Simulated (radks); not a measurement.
**Ionising rhenium step by step, Re⁵⁷⁺ to Re⁷⁴⁺**

An exercise on one series of results from a longer session: the logs are not shown, and one member is left open.

The numbers are computed with radks (a radial shooting solver on a logarithmic mesh, Libxc functionals) version 1 (Dirac Kohn-Sham, PBE, spin-unpolarised, spherical densities, finite nucleus; open shells fill j = l - 1/2 first), except any that are marked as measured or tabulated.

## The system

| Property | Result |
| --- | --- |
| element | rhenium (Z = 75) |
| charges | 57 to 74 |
| first configuration | [Ar] |
| last configuration | 1s1 |

The first run:

The run's settings:

```text
Z 75
configuration [Ar]
relativity Dirac
functional pbe,pbe
spin unpolarised
j_filling energy
nucleus finite rms 5.3698 fm
c 137.035999084
```

Among the steps run: Re⁵⁷⁺, [Ar]; Re⁵⁸⁺, [Ne] 3s2 3p5; Re⁵⁹⁺, [Ne] 3s2 3p4; Re⁶⁰⁺, [Ne] 3s2 3p3; Re⁶¹⁺, [Ne] 3s2 3p2; Re⁶²⁺, [Ne] 3s2 3p1; Re⁶³⁺, [Ne] 3s2; Re⁶⁴⁺, [Ne] 3s1; Re⁶⁵⁺, [Ne]; Re⁶⁶⁺, [He] 2s2 2p5; Re⁶⁷⁺, [He] 2s2 2p4; Re⁶⁸⁺, [He] 2s2 2p3; Re⁶⁹⁺, [He] 2s2 2p2; Re⁷⁰⁺, [He] 2s2 2p1; Re⁷¹⁺, [He] 2s2; Re⁷²⁺, [He] 2s1; Re⁷³⁺, [He]; Re⁷⁴⁺, 1s1.

One table of the session follows, with a row left open; its other results are not shown here.

| species | Δ-SCF (eV) | −ε(HOMO) (eV) |
| --- | --- | --- |
| Re⁵⁷⁺ | 5929.7 | 5867.0 |
| Re⁵⁸⁺ | 6055.3 | 5992.4 |
| Re⁵⁹⁺ | 6181.3 | 6118.2 |
| Re⁶⁰⁺ | 6307.6 | 6244.4 |
| Re⁶¹⁺ | 6831.6 | 6763.9 |
| Re⁶²⁺ | 6967.0 | 6899.3 |
| Re⁶³⁺ | 7257.7 | 7195.3 |
| Re⁶⁴⁺ | 7382.6 | 7319.9 |
| Re⁶⁵⁺ | 16109.1 | 15939.5 |
| Re⁶⁶⁺ | 16449.6 | 16279.1 |
| Re⁶⁷⁺ | 16791.7 | 16620.4 |
| Re⁶⁸⁺ | ? | ? |
| Re⁶⁹⁺ | 19072.4 | 18878.3 |
| Re⁷⁰⁺ | 19460.5 | 19266.5 |
| Re⁷¹⁺ | 20025 | 19870.7 |
| Re⁷²⁺ | 20325 | 20177 |
| Re⁷³⁺ | 81964 | 81318 |
| Re⁷⁴⁺ | 83168 | 82599 |

Q: Estimate the row for Re⁶⁸⁺ from the others.

The run gave: Δ-SCF (eV): 17134.9; −ε(HOMO) (eV): 16963.2. In the column «Δ-SCF (eV)» it lies between Re⁶⁷⁺ (16791.7) and Re⁶⁹⁺ (19072.4).

Per unit of the charge left behind, the cost jumps most at Re⁷³⁺ ([He]): from 20325 to 81964 eV. There the highest level belongs to another shell. Minus the highest eigenvalue gives 99 to 99 % of the Δ-SCF value along the ladder. Spin polarisation and multiplet splitting are left out, so open shells lie too high by an amount that depends on their filling.
